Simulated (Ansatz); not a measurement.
Task: a breakdown of dispersion, smearing and cutoff terms of Cu4BrCl3, space group P4/mmm, with Ansatz 0.2.0 through its Python package. Give the script and its output. Level of theory (first run): PBE, PAW, cutoff 420 eV, 6×6×2 k-points, fixed occupations, D4 dispersion.

```
CELL_PARAMETERS angstrom
3.67845 0.00000 0.00000
0.00000 3.67845 0.00000
0.00000 0.00000 10.32728
ATOMIC_POSITIONS crystal
Cu 0.00000 0.00000 0.74732
Cu 0.50000 0.50000 0.50000
Cu 0.00000 0.00000 0.25268
Cu 0.50000 0.50000 0.00000
Br 0.00000 0.00000 0.00000
Cl 0.50000 0.50000 0.74643
Cl 0.00000 0.00000 0.50000
Cl 0.50000 0.50000 0.25357
```

`cu4brcl3_terms.py`:
```python
'''Taking single terms out of the free energy of Cu4BrCl3.'''

import logging
import sys

import ansatz

logging.basicConfig(stream=sys.stdout, format='%(levelname)s %(message)s')
logger = logging.getLogger('ansatz_job')
logger.setLevel(logging.INFO)


def main() -> None:
    structure = (
        ansatz.Lattice.from_parameters(3.678452, 3.678452, 10.327283, alpha=90.0, beta=90.0, gamma=90.0)
        .atom('Cu', (0.0, 0.0, 0.747322))
        .atom('Cu', (0.5, 0.5, 0.5))
        .atom('Cu', (0.0, 0.0, 0.252678))
        .atom('Cu', (0.5, 0.5, 0.0))
        .atom('Br', (0.0, 0.0, 0.0))
        .atom('Cl', (0.5, 0.5, 0.746427))
        .atom('Cl', (0.0, 0.0, 0.5))
        .atom('Cl', (0.5, 0.5, 0.253573))
    )

    calculation = (
        structure.calculation()
        .kpoints(mesh=(6, 6, 2))
        .occupations(ansatz.OccupationsMethod.FIXED)
    )
    with_term = calculation.functional('pbe', dispersion='d4').basis(420).cutoff_correction(670).run(threads=1, pin='off').report
    without = calculation.functional('pbe').basis(420).run(threads=1, pin='off').report
    finer = calculation.functional('pbe').basis(670).run(threads=1, pin='off').report
    removed = ansatz.free_energy_without(with_term, ansatz.EnergyTerm.DISPERSION)
    logger.info(f'dispersion term            {with_term["components"]["e_disp"]:.5f} eV')
    logger.info(f'F less dispersion          {removed:.5f} eV, run without it {without["free_energy_ev"]:.5f} eV')
    logger.info(f'F less smearing term       {ansatz.free_energy_without(without, ansatz.EnergyTerm.SMEARING):.5f} eV')
    logger.info(f'estimated gain to 670 eV   {with_term["cutoff_correction"]["energy_ev"]:.5f} eV, found {finer["free_energy_ev"] - without["free_energy_ev"]:.5f} eV')


if __name__ == '__main__':
    main()
```

Output of `python cu4brcl3_terms.py`:
```text
INFO dispersion term            -2.77945 eV
INFO F less dispersion          -32523.63955 eV, run without it -32523.63955 eV
INFO F less smearing term       -32523.63955 eV
INFO estimated gain to 670 eV   -0.01773 eV, found -0.01765 eV
```

Reading the output:
- Total energies depend on the potentials; only differences at equal settings carry meaning. A total without «per atom» is that of the whole cell that was run.
- No spin polarisation was allowed.
- Without a Hubbard U or exact exchange, semilocal functionals often make such 3d compounds metallic or too weakly gapped.
- The structure comes from a database of computed cells and needn't be a stable or known phase.
- It ran for 38 s on 1 thread of Arm Neoverse V1 (shared host), peak memory 0.63 GiB.
